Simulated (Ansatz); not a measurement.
# MgB2: how well frozen cores do

The same cell of MgB2 is computed with LAPW, all electrons, PAW with frozen cores and datasets made for this crystal, to set the results side by side.

Program: Ansatz 0.2.0. Level of theory: DFT LDA, scalar-relativistic. These are calculated values, not measurements.

### 1 The system as given

The structure is hexagonal, space group P6/mmm (No. 191). Conventional cell: a = 3.085 Å, b = 3.085 Å, c = 3.523 Å, α = 90.00°, β = 90.00°, γ = 120.00°. Mg (site symmetry 6/mmm) has 12 B at 2.51 Å as nearest neighbours. B (site symmetry -6m2) is surrounded by 3 B at 1.78 Å and 6 Mg at 2.51 Å.

Coordinates:

```cif
data_structure
_symmetry_space_group_name_H-M 'P6/mmm'
_symmetry_Int_Tables_number 191
_cell_length_a 3.0850
_cell_length_b 3.0850
_cell_length_c 3.5230
_cell_angle_alpha 90.000
_cell_angle_beta 90.000
_cell_angle_gamma 120.000
_cell_volume 29.04
loop_
_atom_site_label
_atom_site_type_symbol
_atom_site_symmetry_multiplicity
_atom_site_Wyckoff_symbol
_atom_site_fract_x
_atom_site_fract_y
_atom_site_fract_z
_atom_site_occupancy
Mg1 Mg 1 a 0.00000 0.00000 0.00000 1
B1 B 2 d 0.33333 0.66667 0.50000 1
```

The file gives the conventional cell by its symmetry; the runs use the cell typed in the input.

The cell comes from a crystallographic database entry that wasn't checked; take it as a given geometry, which may be far from equilibrium.

Atoms are numbered in the order of the input: Mg1, B2, B3.

### 2 LAPW, all electrons

Input file input.yaml:

```yaml
crystal:
  lattice:
    - [3.0850007055, 0.0, 0.0]
    - [-1.5425003528, 2.6716889817, 0.0]
    - [0.0, 0.0, 3.523]
  atoms:
    - { symbol: Mg, position: [0.0, 0.0, 0.0] }
    - { symbol: B, position: [0.3333333333, 0.6666666667, 0.5] }
    - { symbol: B, position: [0.6666666667, 0.3333333333, 0.5] }
kpoints:
  mp_grid: { grid: [12, 12, 9] }
  band_path:
    path:
      - [0.0, 0.0, 0.0]
      - [0.5, 0.0, 0.0]
      - [0.3333333333, 0.3333333333, 0.0]
      - [0.0, 0.0, 0.0]
      - [0.0, 0.0, 0.5]
      - [0.5, 0.0, 0.5]
      - [0.3333333333, 0.3333333333, 0.5]
      - [0.0, 0.0, 0.5]
      - [0.5, 0.0, 0.5]
    npoints: 14
scf:
  occupations: { method: fermi_dirac, width: 0.05 }
hamiltonian:
  xc: lda
  pseudopotentials: { kind: all_electron, lapw: { basis_error: 0.0005 } }
output:
  forces: true
  stress: true
  eigenvalues: true
  fatbands: true
  populations: true
  dos: { projected: true, de: 0.2, e_range: [-14, 8] }
```

Command:

```sh
$ ansatz run input.yaml --threads 1 --pin off --max-ram 6144MiB --backend cpu --events-out ev --progress --plain --runs-dir out
```

### 3 PAW with frozen cores

Edit input.yaml of step 2 so:

```diff
@@ -27,3 +27,3 @@
   xc: lda
-  pseudopotentials: { kind: all_electron, lapw: { basis_error: 0.0005 } }
+  pseudopotentials: { kind: paw }
 output:
@@ -32,4 +32,9 @@
   eigenvalues: true
-  fatbands: true
+  efg: { contact_densities: true }
   populations: true
+  bader: true
   dos: { projected: true, de: 0.2, e_range: [-14, 8] }
+  write_density: true
+  write_potential: true
+  elf: true
+  volumetric_format: npy
```

### 4 Datasets made for this crystal

Edit input.yaml of step 3 so:

```diff
@@ -22,3 +22,3 @@
       - [0.5, 0.0, 0.5]
-    npoints: 14
+    npoints: 8
 scf:
@@ -27,3 +27,3 @@
   xc: lda
-  pseudopotentials: { kind: paw }
+  pseudopotentials: { kind: all_electron, datasets: crystal }
 output:
@@ -33,8 +33 @@
   efg: { contact_densities: true }
-  populations: true
-  bader: true
-  dos: { projected: true, de: 0.2, e_range: [-14, 8] }
-  write_density: true
-  write_potential: true
-  elf: true
-  volumetric_format: npy
```

(Steps that only read results are left out.)

**Question.** What will these runs give? Wanted: pressure; gap; Bader charges; highest ELF.

The runs gave:

| quantity | value |
| --- | --- |
| pressure | LAPW -7.60, PAW -7.60, crystal datasets -7.60 GPa |
| gap (LAPW) | none |
| Bader charges (PAW) | Mg1 +1.60, B2 -0.80 e |
| highest ELF (PAW) | 0.92, 0.89 Å from B |

**Reading.** At this geometry the cell is under tension of 7.6 GPa, so it would shrink if let go. There is no gap at this level; the crystal is a metal here. B 2p carries the largest share, 94 %, of the projected states within 0.3 eV of the Fermi level. The projection holds only the free atom's occupied shells (Mg 3s, B 2s, B 2p in this range). The field gradient at B2, the largest by crystal datasets, is 1.77 by PAW and 1.79 by crystal datasets (10²¹ V/m²), within 5 %. In pressure, PAW differs from LAPW by less than 0.01 GPa.
